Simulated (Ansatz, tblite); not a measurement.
# C₁₆H₁₀O₄S₂: rung by rung

How do method and basis change the picture of C₁₆H₁₀O₄S₂ (singlet)?

Method: as each input shows; program: Ansatz 0.2.0, Gaussian basis.

Plan: GFN1-xTB, GFN2-xTB, PBE-D4/def2-TZVP, r2SCAN-D4/def2-TZVP, PBE-D4/def2-SVP, PBE0-D4/def2-SVP.

1 further run of the same task is left out (set aside as unsound or not needed). Runs told in other sessions of the task aren't counted.

**1. The geometry**

The singlet was relaxed beforehand with PBE-D4/def2-SVP.

SMILES `Sc1ccc(-c2ccc(-c3ccc(-c4ccc(S)o4)o3)o2)o1`, 32 atoms, charge 0, spin multiplicity 1.

Bond lengths: S1–C2 1.749 Å, S1–H23 1.369 Å, C2–C3 1.383 Å, C2–O22 1.376 Å, C3–C4 1.426 Å, C3–H24 1.095 Å, C4–C5 1.388 Å, C4–H25 1.095 Å, C5–C6 1.434 Å, C5–O22 1.368 Å, C6–C7 1.389 Å, C6–O21 1.370 Å, C7–C8 1.422 Å, C7–H26 1.095 Å, C8–C9 1.390 Å, C8–H27 1.094 Å, C9–C10 1.432 Å, C9–O21 1.370 Å and more. Angles: C2–S1–H23 97.4°, S1–C2–C3 131.1°, S1–C2–O22 118.8°, C3–C2–O22 109.8°, C2–C3–C4 106.7°, C2–C3–H24 125.5°, C4–C3–H24 127.8°, C3–C4–C5 106.1°, C3–C4–H25 128.1°, C5–C4–H25 125.9°, C4–C5–C6 132.9°, C4–C5–O22 110.2°, C6–C5–O22 116.9°, C5–C6–C7 132.9°, C5–C6–O21 117.1°, C7–C6–O21 110.0°, C6–C7–C8 106.4°, C6–C7–H26 125.6° and more.

PBE0-D4/def2-TZVP was run before; its log isn't repeated, and its numbers join the tables.

**2. GFN1-xTB**

Tight binding, by tblite at 300 K electronic temperature and without a spin-polarisation term:

```python
tblite.interface.Calculator('GFN1-xTB', numbers, positions, charge=0, uhf=0).singlepoint()
```

Energy -1778.9776 eV, HOMO -10.35 eV, LUMO -8.26 eV; 0.051 s.

**3. GFN2-xTB**

Tight binding, by tblite at 300 K electronic temperature and without a spin-polarisation term:

```python
tblite.interface.Calculator('GFN2-xTB', numbers, positions, charge=0, uhf=0).singlepoint()
```

Energy -1689.6704 eV, HOMO -9.94 eV, LUMO -7.82 eV; 0.049 s.

**4. PBE-D4/def2-TZVP**

start.molden holds the orbitals of an earlier run on this state, given as this run's starting guess.

The input, in.yaml:

```yaml
crystal:
  periodic: [false, false, false]
  atoms:
    - {symbol: S, position_ang: [7.924990, 0.120116, -0.324908]}
    - {symbol: C, position_ang: [6.308419, 0.681579, 0.035093]}
    - {symbol: C, position_ang: [5.845440, 1.919610, 0.443601]}
    - {symbol: C, position_ang: [4.421461, 1.846554, 0.440154]}
    - {symbol: C, position_ang: [4.103739, 0.557062, 0.035452]}
    - {symbol: C, position_ang: [2.857729, -0.132116, -0.137172]}
    - {symbol: C, position_ang: [2.538502, -1.424417, -0.533085]}
    - {symbol: C, position_ang: [1.119141, -1.511876, -0.511236]}
    - {symbol: C, position_ang: [0.655958, -0.266341, -0.104341]}
    - {symbol: C, position_ang: [-0.656131, 0.267083, 0.104878]}
    - {symbol: C, position_ang: [-1.119540, 1.512501, 0.511878]}
    - {symbol: C, position_ang: [-2.538900, 1.424821, 0.533601]}
    - {symbol: C, position_ang: [-2.857898, 0.132523, 0.137494]}
    - {symbol: C, position_ang: [-4.103716, -0.556917, -0.035492]}
    - {symbol: C, position_ang: [-4.420916, -1.846439, -0.440515]}
    - {symbol: C, position_ang: [-5.844866, -1.920018, -0.444105]}
    - {symbol: C, position_ang: [-6.308339, -0.682241, -0.035403]}
    - {symbol: S, position_ang: [-7.925202, -0.121370, 0.324158]}
    - {symbol: O, position_ang: [-5.244762, 0.150091, 0.226634]}
    - {symbol: O, position_ang: [-1.713578, -0.573445, -0.124531]}
    - {symbol: O, position_ang: [1.713539, 0.574073, 0.124863]}
    - {symbol: O, position_ang: [5.244518, -0.150413, -0.226641]}
    - {symbol: H, position_ang: [7.987448, -0.862081, 0.626334]}
    - {symbol: H, position_ang: [6.473405, 2.772317, 0.721883]}
    - {symbol: H, position_ang: [3.704945, 2.628008, 0.712085]}
    - {symbol: H, position_ang: [3.257164, -2.204117, -0.804495]}
    - {symbol: H, position_ang: [0.494353, -2.374958, -0.761345]}
    - {symbol: H, position_ang: [-0.494914, 2.375645, 0.762191]}
    - {symbol: H, position_ang: [-3.257684, 2.204387, 0.805061]}
    - {symbol: H, position_ang: [-3.704077, -2.627576, -0.712498]}
    - {symbol: H, position_ang: [-6.472486, -2.772920, -0.722547]}
    - {symbol: H, position_ang: [-7.987731, 0.860874, -0.627050]}
basis:
  gaussian: {orbitals: def2-TZVP, fitting: {mean_field: def2-universal-jkfit}, initial_orbitals: start.molden}
hamiltonian: {xc: pbe, dispersion: d4}
scf: {omitted_lower_state_checks: [starts]}
output: {forces: true, orbitals: {seedname: orbitals}}
```

Run with:

```bash
$ ansatz run in.yaml --threads 2 --pin off --events-out ev --progress --plain --max-ram 31744MiB --backend cuda --devices 0, --max-vram 18GiB
```

Further steps of the session: r2SCAN-D4/def2-TZVP; PBE-D4/def2-SVP; PBE0-D4/def2-SVP.

Q: Predict the results of all the runs planned. Wanted: gap in def2-TZVP, named functionals, smallest and largest; binding an atom, functionals in def2-TZVP; PBE0 total energy, smallest basis above largest.

The runs gave:

```
                                                 quantity                                 value
gap in def2-TZVP, named functionals, smallest and largest   2.01 eV (PBE-D4), 3.40 eV (PBE0-D4)
                binding an atom, functionals in def2-TZVP  5.15 (r2SCAN-D4) to 5.36 eV (PBE-D4)
          PBE0 total energy, smallest basis above largest        34.40 eV (def2-SVP, def2-TZVP)
```

**Reading.** Orbital gaps of the named functionals in def2-TZVP span 2.01 eV (PBE-D4) to 3.40 eV (PBE0-D4); exact exchange widens it.
